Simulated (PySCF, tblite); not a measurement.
# C6H9PS: geometry, infrared bands and NMR shifts

What infrared bands and NMR shifts should C6H9PS (`C=CC1=C[P@@H](=S)CC1`) show?

Computed with tblite 0.8.0 and PySCF 2.14.0, with density-fitted response routines of our own, on a single molecule in the gas phase. Atoms are numbered from 0 throughout.

### 1 The starting structure

17 atoms, charge 0, multiplicity 1; geometry from: force field or distance geometry start.

Bonds of the start (Å): C0–C1 1.35, C1–C2 1.47, C2–C3 1.33, C3–P4 1.80, P4–S5 1.69, P4–C6 1.83, C6–C7 1.50, C7–C2 1.46, C0–H8 1.09, C0–H9 1.08, C1–H10 1.08, C3–H11 1.09, P4–H12 1.40, C6–H13 1.11, C6–H14 1.12, C7–H15 1.12, C7–H16 1.10.

### 2 Geometry optimisation with GFN2-xTB

The job: settings as JSON, then the geometry in Å.

```
{"job": {"kind": "relax", "xc": "GFN2-xTB", "basis": "xTB"}, "charge": 0, "multiplicity": 1}
C      2.618000    -0.948700     0.085400
C      1.585000    -0.986300    -0.790200
C      0.359900    -0.261700    -0.420600
C     -0.693500    -0.250600    -1.237200
P     -2.030000     0.714600    -0.506800
S     -3.568300     0.052400    -0.701800
C     -1.325400     0.558700     1.169900
C      0.122600     0.523400     0.790700
H      2.551100    -0.401100     1.019900
H      3.493600    -1.498200    -0.211100
H      1.657300    -1.542900    -1.713200
H     -0.822800    -0.747500    -2.195000
H     -1.868700     2.014200    -0.993400
H     -1.617700    -0.409600     1.638800
H     -1.602100     1.442100     1.805600
H      0.437200     1.574900     0.584300
H      0.696800     0.178400     1.664900
```

Run with:

```sh
> OMP_NUM_THREADS=1 python probes_run.py task.json out
```

One launch serves the whole session: the jobs run in the order shown.

**Question.** This job is followed by: GFN2-xTB harmonic vibrations, gas phase; GIAO PBE0/pcSseg-1 NMR shielding, non-relativistic, gas phase. What will the session give for the following? strongest single infrared mode (GFN2-xTB); zero-point energy (GFN2-xTB); ¹³C shifts against TMS (PBE0/pcSseg-1); ¹H shifts against TMS (PBE0/pcSseg-1); ³¹P shifts against H3PO4 (PBE0/pcSseg-1); ³³S shifts against CS2 (PBE0/pcSseg-1).

The runs gave:

| quantity | value |
| --- | --- |
| strongest single infrared mode (GFN2-xTB) | 2164 cm⁻¹, 211 km/mol |
| zero-point energy (GFN2-xTB) | 81.5 kcal/mol |
| ¹³C shifts against TMS (PBE0/pcSseg-1) | 162.7, 143.0, 134.7, 127.7, 38.0, 31.5 ppm |
| ¹H shifts against TMS (PBE0/pcSseg-1) | 8.21, 6.92, 5.85, 5.76, 5.64, 2.80, 2.55, 2.46, 1.95 ppm |
| ³¹P shifts against H3PO4 (PBE0/pcSseg-1) | 12.6 ppm |
| ³³S shifts against CS2 (PBE0/pcSseg-1) | -245 ppm |

What this shows: Relaxing lowered the energy by 2.240 eV in 61 steps; the close pair that moved most is P4–S5, from 1.686 to 1.930 Å. All 45 modes are real, so the xTB geometry is a minimum. The strongest single mode, at 2164 cm⁻¹, moves mainly H12. Unscaled tight-binding wavenumbers are off by several per cent, some by more. Its intensities can rank the bands wrongly. At PBE0/pcSseg-1: Shielding is most anisotropic at P4 (span 292 ppm, paramagnetic term -656 ppm).
